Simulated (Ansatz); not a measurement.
# ClH5OSSi2: one species, many methods

One table from this session's results is given with a row withheld; the runs are named, their logs left out.

Program: Ansatz 0.2.0, Gaussian basis. Level of theory: functionals in def2-TZVPP, the program's frozen cores in correlated methods. These are calculated values, not measurements.

The runs, in order: LDA (SPW92), PBE-D4, revPBE-D4, BLYP-D4, r2SCAN-D4, B97M-V, PBE0-D4, B3LYP-D4, r2SCANh-D4, r2SCAN0-D4, HSE06-D4, BHLYP-D4, CAM-B3LYP-D4, LC-ωPBE, ωB97X-V, ωB97M-V, B2PLYP, PBE-QIDH; CCSD(T)/def2-SVP; CCSD(T)/def2-TZVPP; MP2/def2-QZVPP; extrapolation to the limit; RPA on PBE.

## The geometry

All runs share one geometry, relaxed beforehand with PBE0-D4 in a triple-zeta def2 set.

SMILES `O[Si]([SiH3])(S)Cl`, 10 atoms, charge 0, spin multiplicity 1.

Atoms are counted from 1 here; the program's logs count them from 0.

Bond lengths: O1–Si2 1.634 Å, O1–H6 0.961 Å, Si2–Si3 2.331 Å, Si2–S4 2.138 Å, Si2–Cl5 2.067 Å, Si3–H7 1.486 Å, Si3–H8 1.486 Å, Si3–H9 1.486 Å, S4–H10 1.343 Å. Angles: Si2–O1–H6 118.0°, O1–Si2–Si3 108.0°, O1–Si2–S4 107.5°, O1–Si2–Cl5 111.3°, Si3–Si2–S4 114.0°, Si3–Si2–Cl5 108.4°, S4–Si2–Cl5 107.7°, Si2–Si3–H7 110.5°, Si2–Si3–H8 107.8°, Si2–Si3–H9 109.5°, H7–Si3–H8 109.6°, H7–Si3–H9 109.9°, H8–Si3–H9 109.5°, Si2–S4–H10 93.8°.

The first run:

in.yaml

```yaml
crystal:
  periodic: [false, false, false]
  atoms:
    - {symbol: O, position_ang: [-1.149399, 0.813806, 1.433893]}
    - {symbol: Si, position_ang: [-0.427870, 0.506173, 0.000872]}
    - {symbol: Si, position_ang: [1.327988, -0.978183, 0.382921]}
    - {symbol: S, position_ang: [-1.926969, -0.243346, -1.326381]}
    - {symbol: Cl, position_ang: [0.346291, 2.230299, -0.836135]}
    - {symbol: H, position_ang: [-1.921707, 1.384917, 1.436362]}
    - {symbol: H, position_ang: [2.336710, -0.370254, 1.288787]}
    - {symbol: H, position_ang: [1.957583, -1.285220, -0.927839]}
    - {symbol: H, position_ang: [0.797404, -2.229635, 0.982652]}
    - {symbol: H, position_ang: [-1.256930, 0.120140, -2.432334]}
basis:
  gaussian: {orbitals: def2-TZVPP}
hamiltonian: {xc: lda}
output: {orbitals: {seedname: orbitals}}
```

Among the steps run: LDA; PBE-D4 (GGA); revPBE-D4 (GGA); BLYP-D4 (GGA); r2SCAN-D4 (meta-GGA); B97M-V (meta-GGA); PBE0-D4 (hybrid); B3LYP-D4 (hybrid); r2SCANh-D4 (hybrid); r2SCAN0-D4 (hybrid); HSE06-D4 (hybrid); BHLYP-D4 (hybrid); CAM-B3LYP-D4 (range-separated); LC-ωPBE (range-separated); ωB97X-V (range-separated); ωB97M-V (range-separated); B2PLYP (double hybrid); PBE-QIDH (double hybrid).

One of the session's tables, all rows but one given; the rest of the session is left out.

It belongs to the step «Frontier levels by functional». 

| functional | HOMO (eV) | gap (eV) |
| --- | --- | --- |
| LDA (SPW92) | -6.60 | 5.03 |
| PBE-D4 | -6.48 | 5.09 |
| revPBE-D4 | -6.43 | 5.12 |
| BLYP-D4 | -6.31 | 5.08 |
| r2SCAN-D4 | -6.76 | 5.64 |
| B97M-V | ? | ? |
| PBE0-D4 | -7.67 | 7.16 |
| B3LYP-D4 | -7.43 | 6.73 |
| r2SCANh-D4 | -7.20 | 6.38 |
| r2SCAN0-D4 | -7.85 | 7.49 |
| HSE06-D4 | -7.27 | 6.38 |
| BHLYP-D4 | -8.72 | 9.18 |
| CAM-B3LYP-D4 | -8.96 | 9.54 |
| LC-ωPBE | -10.32 | 12.02 |
| ωB97X-V | -9.97 | 11.56 |
| ωB97M-V | -9.76 | 11.09 |

**Question.** Estimate the row for B97M-V.

**Answer.** HOMO (eV): -6.87; gap (eV): 5.63. In the column «HOMO (eV)» it lies between r2SCANh-D4 (-7.20) and r2SCAN-D4 (-6.76).
